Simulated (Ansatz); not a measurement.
# C₃H₅ClSi: small, medium and large basis sets

The task here is to estimate one member of a computed series from the others.

Method: one geometry, several basis sets; program: Ansatz 0.2.0, Gaussian basis.

Levels to be run: PBE0-D4/def2-SVP; ωB97M-V/def2-SVP; PBE0-D4/def2-QZVPP; ωB97M-V/def2-QZVPP; the functionals' def2-TZVPP values are taken from earlier runs.

### Structure used throughout

The geometry comes from an earlier relaxation with PBE0-D4 in a triple-zeta def2 set; it is a stationary point, not always the lowest conformer.

SMILES `CC1=C(Cl)[SiH2]1`, 10 atoms, charge 0, spin multiplicity 1.

Atoms are counted from 1 here; the program's logs count them from 0.

Bond lengths: C1–C2 1.476 Å, C1–H6 1.093 Å, C1–H7 1.093 Å, C1–H8 1.093 Å, C2–C3 1.329 Å, C2–Si5 1.828 Å, C3–Cl4 1.707 Å, C3–Si5 1.797 Å, Si5–H9 1.484 Å, Si5–H10 1.484 Å. Angles: C2–C1–H6 110.5°, C2–C1–H7 110.5°, C2–C1–H8 111.4°, H6–C1–H7 106.8°, H6–C1–H8 108.7°, H7–C1–H8 108.7°, C1–C2–C3 138.6°, C1–C2–Si5 154.1°, C3–C2–Si5 67.3°, C2–C3–Cl4 134.7°, C2–C3–Si5 69.7°, Cl4–C3–Si5 155.6°, C2–Si5–C3 43.0°, C2–Si5–H9 121.9°, C2–Si5–H10 121.8°, C3–Si5–H9 121.9°, C3–Si5–H10 121.9°, H9–Si5–H10 110.9°.

Set-up of the first run:

in.yaml

```yaml
crystal:
  periodic: [false, false, false]
  atoms:
    - {symbol: C, position_ang: [-1.103433, -0.986270, 0.562302]}
    - {symbol: C, position_ang: [-0.073020, -0.078753, 0.020318]}
    - {symbol: C, position_ang: [0.416384, 0.282292, -1.161016]}
    - {symbol: Cl, position_ang: [0.084495, -0.146700, -2.779049]}
    - {symbol: Si, position_ang: [1.262408, 1.161684, 0.158702]}
    - {symbol: H, position_ang: [-0.654548, -1.709562, 1.247908]}
    - {symbol: H, position_ang: [-1.844555, -0.423941, 1.136239]}
    - {symbol: H, position_ang: [-1.616214, -1.529694, -0.234796]}
    - {symbol: H, position_ang: [0.979306, 2.587512, 0.458058]}
    - {symbol: H, position_ang: [2.632277, 0.792330, 0.594334]}
basis:
  gaussian: {orbitals: def2-SVP}
hamiltonian: {xc: pbe0, dispersion: d4}
output: {orbitals: {seedname: orbitals}}
```

Launch:

```console
> ansatz run in.yaml --threads 4 --pin off --events-out ev --progress --plain --max-ram 10444MiB
```

Among the steps run: PBE0-D4 in def2-SVP; ωB97M-V in def2-SVP; PBE0-D4 in def2-QZVPP; ωB97M-V in def2-QZVPP.

One table of the session follows, with a row left open; its other results are not shown here.

It belongs to the step «Density functionals: the series». 

```
functional       basis  HOMO (eV)  LUMO (eV)
   PBE0-D4    def2-SVP      -7.41       0.02
   PBE0-D4  def2-TZVPP      -7.48      -0.40
   PBE0-D4  def2-QZVPP      -7.50      -0.51
   ωB97M-V    def2-SVP      -9.47       2.01
   ωB97M-V  def2-TZVPP      -9.59       1.36
   ωB97M-V  def2-QZVPP          ?          ?
```

Q: Estimate the row for ωB97M-V, def2-QZVPP from the others.

As computed: HOMO (eV): -9.61; LUMO (eV): 1.05. In the column «HOMO (eV)» it is the lowest.
